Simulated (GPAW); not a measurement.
Crystal: Ta3AsAu2O13.

```
Ta As Au O
1.0
     5.45204    0.00000    0.00000
    -2.72602    4.72161    0.00000
     0.00000    0.00000    9.57902
Ta As Au O
3 1 2 13
Direct
  0.00000 0.00000 0.19408
  0.00000 0.00000 0.80592
  0.66667 0.33333 0.00000
  0.00000 0.00000 0.50000
  0.33333 0.66667 0.27428
  0.33333 0.66667 0.72572
  0.00000 0.00000 0.00000
  0.23947 0.97129 0.36402
  0.02871 0.26818 0.36402
  0.73182 0.76053 0.36402
  0.23947 0.97129 0.63598
  0.02871 0.26818 0.63598
  0.73182 0.76053 0.63598
  0.38452 0.33425 0.85844
  0.66575 0.05027 0.85844
  0.94973 0.61548 0.85844
  0.38452 0.33425 0.14156
  0.66575 0.05027 0.14156
  0.94973 0.61548 0.14156
```

The cell was built by a generator and needn't be a form met in nature.

Base run:

| Item | Value |
| --- | --- |
| Program | GPAW 26.7.0 |
| Functional | BLYP |
| Potentials or basis | PAW data sets generated in the run's folder for this functional |
| Cutoff | 800 eV |
| Basis | pw |
| k mesh | 4 × 4 × 2 |
| Occupations | fermi-dirac, width 0.05 eV |
| Spin | no spin polarisation |

Its results: pressure 5.4 GPa; largest force 0.245 eV/Å.

Q: After a change of settings the same cell gave: pressure -4.4 GPa; largest force 0.313 eV/Å. Which change was it?
A. functional from BLYP to PW91
B. functional from BLYP to SCAN; potentials or basis from PAW data sets generated in the run's folder for this functional to GPAW PAW data sets (gpaw-data 1.2.1)
C. functional from BLYP to revPBE; potentials or basis from PAW data sets generated in the run's folder for this functional to the program's PAW data sets (release 1.2.1) made for this functional
D. functional from BLYP to AM05

A: D.

AM05 binds more tightly than BLYP, so the same cell stands under less pressure.

Caveats: with this Au data set, volumes or pressures lay over 1.5 % or 2 GPa off other programs in two to four cells of ten.

Runs at the PBE level aren't shown here.
